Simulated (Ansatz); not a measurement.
**One shape, several levels: AlNH4O2 (SMILES [NH2][Al]([OH])[OH])**

Wanted: a comparison of 4 runs (HF/def2-SVP, wB97X/6-31G, PBE/def2-TZVP, CCSD/3-21G) of AlNH4O2. 

Program for the calculation: Ansatz 0.2.0.

3 further runs of the same task are left out: 1 that didn't finish, 2 set aside as unsound or not needed.

## (1) Starting point

AlNH4O2: 8 atoms, total charge 0, spin state singlet. As SMILES, `[NH2][Al]([OH])[OH]`. Geometry: relaxed at PBE0-D4/def2-TZVP. This is one conformer, not always the lowest.

Bond lengths: N1–Al2 1.760 Å, Al2–O3 1.695 Å, Al2–O4 1.692 Å, N1–H5 1.005 Å, N1–H6 1.006 Å, O3–H7 0.954 Å, O4–H8 0.955 Å. Angles: N1–Al2–O3 123.6°, N1–Al2–O4 117.6°, O3–Al2–O4 118.8°, Al2–N1–H5 126.0°, Al2–N1–H6 123.5°, Al2–O3–H7 124.8°, Al2–O4–H8 122.2°, H5–N1–H6 110.5°.

## (2) Energy and gradient at HF/def2-SVP (run 1)

The input, molecule.yaml:

```yaml
basis:
  gaussian: {orbitals: def2-SVP}
crystal:
  periodic: [false, false, false]
  atoms:
    - {symbol: N, position_ang: [-0.453400, 1.370900, 0.159000]}
    - {symbol: Al, position_ang: [0.021900, -0.314300, -0.015200]}
    - {symbol: O, position_ang: [1.569400, -0.806100, -0.500900]}
    - {symbol: O, position_ang: [-1.140100, -1.496100, 0.324200]}
    - {symbol: H, position_ang: [0.132800, 2.170000, -0.009000]}
    - {symbol: H, position_ang: [-1.372600, 1.662000, 0.447700]}
    - {symbol: H, position_ang: [2.287000, -0.213800, -0.712700]}
    - {symbol: H, position_ang: [-0.952800, -2.429800, 0.251200]}
output: {forces: true, orbitals: {seedname: orbitals}}
hamiltonian: {xc: hf}
accuracy: high
```

The run is started by

```
$ ansatz run molecule.yaml --threads 1 --pin off --max-ram 2610MiB --events-out events.jsonl --progress --plain --runs-dir runs
```

Standard output:

```text
Warning: RAYON_NUM_THREADS=1 ignored (pool sized by the plan → 1); use --threads N
Functional definition: HF
  name "HF"
  exchange = exact_x
  correlation = 0
1730 factors; integrals over basis functions are off by at most 8.7e-9 eV
mean field evaluation 1: about -12194.4380 eV, gradient 5.4e1 eV
mean field evaluation 2: about -12194.4455 eV, gradient 5.4e1 eV
mean field evaluation 4: about -12199.8496 eV, gradient 2.6e0 eV
mean field evaluation 8: about -12199.8733 eV, gradient 2.6e-4 eV
mean field -12199.87334153 eV, -448.3370759300 hartree, gradient 3.0e-8 eV, S^2 0.000000; 0 other end points of the search recorded, 0 dependent functions left out
the calculation of the forces begins
reference -12199.87334153 eV, -448.3370759300 hartree; 20, 20 occupied and 60, 60 virtual orbitals, 1730 factors
Total energy: -12199.87334153 eV, -448.3370759300 hartree
Atom 0 at    -0.453400     1.370900     0.159000 Å, force     0.034997     0.219472    -0.007078 eV/Å
Atom 1 at     0.021900    -0.314300    -0.015200 Å, force    -0.162592    -0.050018     0.049326 eV/Å
Atom 2 at     1.569400    -0.806100    -0.500900 Å, force     0.519271     0.672904    -0.149298 eV/Å
Atom 3 at    -1.140100    -1.496100     0.324200 Å, force     0.334885    -0.834619    -0.116892 eV/Å
Atom 4 at     0.132800     2.170000    -0.009000 Å, force    -0.197742    -0.121704     0.059097 eV/Å
Atom 5 at    -1.372600     1.662000     0.447700 Å, force     0.239101    -0.030254    -0.074460 eV/Å
Atom 6 at     2.287000    -0.213800    -0.712700 Å, force    -0.502081    -0.584577     0.145407 eV/Å
Atom 7 at    -0.952800    -2.429800     0.251200 Å, force    -0.265839     0.728796     0.093899 eV/Å
Dipole moment:     0.242912     0.306780    -0.069904 e Å
```

Wall time 1.9 s (1 thread of AMD EPYC 9R14 (Zen 4), shared host); peak memory 0.21 GiB.

## (3) Energy and forces at wB97X/6-31G (run 2)

molecule.yaml: that of step 2 with these lines changed.

```diff
@@ -1,3 +1,4 @@
 basis:
-  gaussian: {orbitals: def2-SVP}
+  gaussian:
+    orbitals: 6-31G
 crystal:
@@ -13,4 +14,5 @@
     - {symbol: H, position_ang: [-0.952800, -2.429800, 0.251200]}
+hamiltonian:
+  xc: {name: wB97X}
+accuracy: high
 output: {forces: true, orbitals: {seedname: orbitals}}
-hamiltonian: {xc: hf}
-accuracy: high
```

The run is started by

```
$ ansatz run molecule.yaml --threads 1 --pin off --max-ram 2610MiB --events-out events.jsonl --progress --plain --runs-dir runs
```

Standard output, shortened:

```text
Warning: RAYON_NUM_THREADS=1 ignored (pool sized by the plan → 1); use --threads N
Functional definition: wB97X
  name "wB97X"
[...]
      + exact_x_lr(omega)
[...]
      + integral(e_c_pw_opposite_spin*poly(b97_u_opposite, 1, cos1, cos2, cos3, cos4))
1131 factors; integrals over basis functions are off by at most 5.1e-9 eV
323 factors; integrals over basis functions are off by at most 2.5e-9 eV
[...]
mean field -12245.44072168 eV, -450.0116462637 hartree, gradient 4.1e-8 eV, S^2 0.000000; 0 other end points of the search recorded, 0 dependent functions left out
[...]
reference -12245.44071783 eV, -450.0116461224 hartree; 20, 20 occupied and 28, 28 virtual orbitals, 1131 factors
Total energy: -12245.44071783 eV, -450.0116461224 hartree
Atom 0 at    -0.453400     1.370900     0.159000 Å, force    -0.014578     0.482746     0.012654 eV/Å
Atom 1 at     0.021900    -0.314300    -0.015200 Å, force    -0.539284     0.684873     0.177505 eV/Å
Atom 2 at     1.569400    -0.806100    -0.500900 Å, force     0.562375     0.099792    -0.171973 eV/Å
Atom 3 at    -1.140100    -1.496100     0.324200 Å, force    -0.224737    -0.586879     0.059861 eV/Å
Atom 4 at     0.132800     2.170000    -0.009000 Å, force     0.095818     0.104497    -0.027955 eV/Å
Atom 5 at    -1.372600     1.662000     0.447700 Å, force    -0.127948    -0.062553     0.038346 eV/Å
Atom 6 at     2.287000    -0.213800    -0.712700 Å, force     0.647292    -0.170170    -0.202569 eV/Å
Atom 7 at    -0.952800    -2.429800     0.251200 Å, force    -0.398937    -0.552306     0.114131 eV/Å
Dipole moment:     0.285256     0.374486    -0.081850 e Å
```

Wall time 13 s (1 thread of AMD EPYC 9R14 (Zen 4), shared host); peak memory 0.39 GiB.

Run 3 isn't shown in full; the table further down has it.

## (4) Energy and gradient at CCSD/3-21G (run 4)

The input, run.yaml:

```yaml
crystal:
  periodic: [false, false, false]
  atoms:
    - {symbol: N, position_ang: [-0.453400, 1.370900, 0.159000]}
    - {symbol: Al, position_ang: [0.021900, -0.314300, -0.015200]}
    - {symbol: O, position_ang: [1.569400, -0.806100, -0.500900]}
    - {symbol: O, position_ang: [-1.140100, -1.496100, 0.324200]}
    - {symbol: H, position_ang: [0.132800, 2.170000, -0.009000]}
    - {symbol: H, position_ang: [-1.372600, 1.662000, 0.447700]}
    - {symbol: H, position_ang: [2.287000, -0.213800, -0.712700]}
    - {symbol: H, position_ang: [-0.952800, -2.429800, 0.251200]}
basis:
  gaussian:
    orbitals: 3-21G.json
total_charge: 0
magnetization:
  spin_polarized: false
correlation:
  method: ccsd
  frozen_orbitals: {Al: 5, H: 0, "N": 1, O: 1}
accuracy: high
scf:
  omitted_lower_state_checks: [cluster_reference, increment]
output:
  forces: true
  orbitals: {seedname: orbitals}
```

The basis set 3-21G is read from a file made from the Basis Set Exchange's data (not shown).

The run is started by

```
$ ansatz run run.yaml --threads 1 --pin off --max-ram 2610MiB --events-out events.jsonl --progress --plain --runs-dir runs
```

Standard output, shortened:

```text
Warning: RAYON_NUM_THREADS=1 ignored (pool sized by the plan → 1); use --threads N
[... 2 set-up lines as earlier in the session ...]
[...]
1051 factors; integrals over basis functions are off by at most 1.2e-8 eV
[...]
mean field -12139.36041798 eV, -446.1132670067 hartree, gradient 6.7e-8 eV, S^2 0.000000; 0 other end points of the search recorded, 0 dependent functions left out
8 core orbitals not correlated: weight in the atoms' cores, before any rotation towards them, 1.000 or more for the frozen orbitals, at most 0.000 for the correlated occupied ones
reference -12139.36041798 eV, -446.1132670067 hartree; 12, 12 occupied and 28, 28 virtual orbitals, 1051 factors
second order -10.06962892 eV of doubles, -0.00000000 eV of singles
cycle   1  -10.08587422 eV  change   -1.6e-2 eV  update   9.1e-2
[...]
cycle  20  -10.50013142 eV  change    1.4e-9 eV  update   1.1e-9
[...]
Total energy: -12149.86054940 eV, -446.4991397190 hartree
Atom 0 at    -0.453400     1.370900     0.159000 Å, force     0.087759     0.041105    -0.026234 eV/Å
Atom 1 at     0.021900    -0.314300    -0.015200 Å, force    -0.266990     0.175756     0.085188 eV/Å
Atom 2 at     1.569400    -0.806100    -0.500900 Å, force    -0.514374    -0.552489     0.149683 eV/Å
Atom 3 at    -1.140100    -1.496100     0.324200 Å, force    -0.301166     0.624711     0.103143 eV/Å
Atom 4 at     0.132800     2.170000    -0.009000 Å, force     0.314601     0.477723    -0.089439 eV/Å
Atom 5 at    -1.372600     1.662000     0.447700 Å, force    -0.485766     0.099805     0.151564 eV/Å
Atom 6 at     2.287000    -0.213800    -0.712700 Å, force     1.224150     0.514366    -0.369400 eV/Å
Atom 7 at    -0.952800    -2.429800     0.251200 Å, force    -0.058214    -1.380977    -0.004505 eV/Å
Dipole moment:     0.273224     0.334936    -0.078787 e Å
Checks for a lower state left out: cluster_reference, increment
```

Wall time 2.9 s (1 thread of AMD EPYC 9R14 (Zen 4), shared host); peak memory 0.18 GiB.

## (5) The series

```csv
run,level,frozen core orbitals,energy (Eh),dipole moment (D),HOMO energy (eV),LUMO energy (eV),wall time
1,HF/def2-SVP,–,-448.337076,1.91,-10.77,2.93,1.9 s
2,wB97X/6-31G,–,-450.011646,2.30,-9.57,2.01,13 s
3,PBE/def2-TZVP,–,-449.928705,1.61,-5.87,-0.99,10 s
4,CCSD/3-21G,8,-446.499140,2.11,-10.43,3.76,2.9 s
```

## (6) Results

```
                                          quantity          value
                               run 4: total energy  -446.49914 Eh
         run 4: dipole moment (correlated density)         2.11 D
        run 4: HOMO energy (Hartree–Fock orbitals)      -10.43 eV
        run 4: LUMO energy (Hartree–Fock orbitals)        3.76 eV
      run 4: HOMO–LUMO gap (Hartree–Fock orbitals)       14.19 eV
run 4: correlation energy (8 core orbitals frozen)     -385.9 mEh
                              run 4: T1 diagnostic          0.015
                   run 4: largest force on an atom     1.382 eV/Å
```

What this shows: The dipole moment (its size) runs from 1.61 D (PBE/def2-TZVP) to 2.30 D (wB97X/6-31G). The two ends differ in method and basis. Over runs 1, 2, 3 the HOMO–LUMO gap runs from 4.88 eV (PBE/def2-TZVP) to 13.70 eV (HF/def2-SVP). Totals of different functionals can't be ranked against each other. All runs together took 28 s, the longest 13 s.
